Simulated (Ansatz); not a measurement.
**C2H3ClFNOSi: taking an electron away**

An exercise on one series of results from a longer session: the logs are not shown, and one member is left open.

Program: Ansatz 0.2.0, Gaussian basis. Level of theory: unrestricted cation, the program's frozen cores in correlated methods. These are calculated values, not measurements.

Plan: UKS PBE-D4/def2-TZVPP; UKS r2SCAN-D4/def2-TZVPP; UKS PBE0-D4/def2-TZVPP; UKS B3LYP-D4/def2-TZVPP; UKS wB97X-V/def2-TZVPP; UKS wB97M-V/def2-TZVPP; UKS B2PLYP/def2-TZVPP; UHF-CCSD(T)/def2-TZVPP; UHF-MP2/def2-QZVPP; extrapolation to the limit; then −ε(HOMO) from the neutral's earlier runs with LDA (SPW92), PBE-D4, revPBE-D4, BLYP-D4, r2SCAN-D4, B97M-V, PBE0-D4, B3LYP-D4, r2SCANh-D4, r2SCAN0-D4, HSE06-D4, BHLYP-D4, CAM-B3LYP-D4, LC-ωPBE, ωB97X-V, ωB97M-V.

### Structure used throughout

All runs share one geometry, relaxed beforehand with PBE0-D4 in a triple-zeta def2 set.

SMILES `C[Si](F)(Cl)N=C=O`, 10 atoms, charge 0, spin multiplicity 1.

Atoms are counted from 1 here; the program's logs count them from 0.

Bond lengths: C1–Si2 1.833 Å, C1–H8 1.092 Å, C1–H9 1.093 Å, C1–H10 1.092 Å, Si2–F3 1.586 Å, Si2–Cl4 2.039 Å, Si2–N5 1.695 Å, N5–C6 1.198 Å, C6–O7 1.160 Å. Angles: Si2–C1–H8 110.6°, Si2–C1–H9 110.0°, Si2–C1–H10 110.4°, H8–C1–H9 108.7°, H8–C1–H10 108.5°, H9–C1–H10 108.6°, C1–Si2–F3 110.2°, C1–Si2–Cl4 111.6°, C1–Si2–N5 111.3°, F3–Si2–Cl4 107.0°, F3–Si2–N5 107.3°, Cl4–Si2–N5 109.2°, Si2–N5–C6 154.7°, N5–C6–O7 177.3°.

Geometry (Å):

```
C    -1.5469   -0.4790   -0.1408
Si    0.1459   -0.3257    0.5460
F     0.0808    0.0284    2.0905
Cl    1.1852   -2.0713    0.3766
N     1.0096    0.9154   -0.2197
C     1.9909    1.4327   -0.6718
O     2.9101    1.9742   -1.1275
H    -2.1026   -1.2610    0.3801
H    -2.0833    0.4661   -0.0280
H    -1.5065   -0.7311   -1.2022
```

The first run:

File in.yaml:

```yaml
crystal:
  periodic: [false, false, false]
  atoms:
    - {symbol: C, position_ang: [-1.546918, -0.479000, -0.140808]}
    - {symbol: Si, position_ang: [0.145923, -0.325730, 0.545957]}
    - {symbol: F, position_ang: [0.080822, 0.028428, 2.090503]}
    - {symbol: Cl, position_ang: [1.185230, -2.071266, 0.376559]}
    - {symbol: N, position_ang: [1.009586, 0.915361, -0.219737]}
    - {symbol: C, position_ang: [1.990861, 1.432739, -0.671801]}
    - {symbol: O, position_ang: [2.910100, 1.974165, -1.127542]}
    - {symbol: H, position_ang: [-2.102629, -1.260961, 0.380123]}
    - {symbol: H, position_ang: [-2.083277, 0.466138, -0.028010]}
    - {symbol: H, position_ang: [-1.506498, -0.731072, -1.202243]}
basis:
  gaussian: {orbitals: def2-TZVPP}
total_charge: 1
magnetization: {spin_polarized: true, initial_magnetization: 1}
hamiltonian: {xc: pbe, dispersion: d4}
```

On the command line:

```sh
> ansatz run in.yaml --threads 2 --pin off --events-out ev --progress --plain --max-ram 32768MiB --backend cuda --devices 0, --max-vram 18GiB
```

Steps of the session up to this table: Cation, UKS PBE-D4/def2-TZVPP; Cation, UKS r2SCAN-D4/def2-TZVPP; Cation, UKS PBE0-D4/def2-TZVPP; Cation, UKS B3LYP-D4/def2-TZVPP; Cation, UKS wB97X-V/def2-TZVPP; Cation, UKS wB97M-V/def2-TZVPP; Cation, UKS B2PLYP (frozen core)/def2-TZVPP; Cation, UHF-CCSD(T)/def2-TZVPP; Cation, UHF-MP2/def2-QZVPP.

One table of the session follows, with a row left open; its other results are not shown here.

It belongs to the step «Ionisation energies side by side». For comparison, −ε(HOMO) of the neutral from earlier runs:

| functional | −ε(HOMO) (eV) |
| --- | --- |
| LDA (SPW92) | 7.94 |
| PBE-D4 | 7.73 |
| revPBE-D4 | 7.65 |
| BLYP-D4 | 7.58 |
| r2SCAN-D4 | 8.07 |
| B97M-V | 8.10 |
| PBE0-D4 | ? |
| B3LYP-D4 | 8.90 |
| r2SCANh-D4 | 8.60 |
| r2SCAN0-D4 | 9.40 |
| HSE06-D4 | 8.76 |
| BHLYP-D4 | 10.48 |
| CAM-B3LYP-D4 | 10.53 |
| LC-ωPBE | 11.89 |
| ωB97X-V | 11.52 |
| ωB97M-V | 11.39 |

Q: Estimate the row for PBE0-D4 from the others.

**Answer.** −ε(HOMO) (eV): 9.16. In the column «−ε(HOMO) (eV)» it lies between B3LYP-D4 (8.90) and r2SCAN0-D4 (9.40).

Caveats from the session: The cation may have settled in a state other than its lowest; no search over hole states beyond the program's own was made.
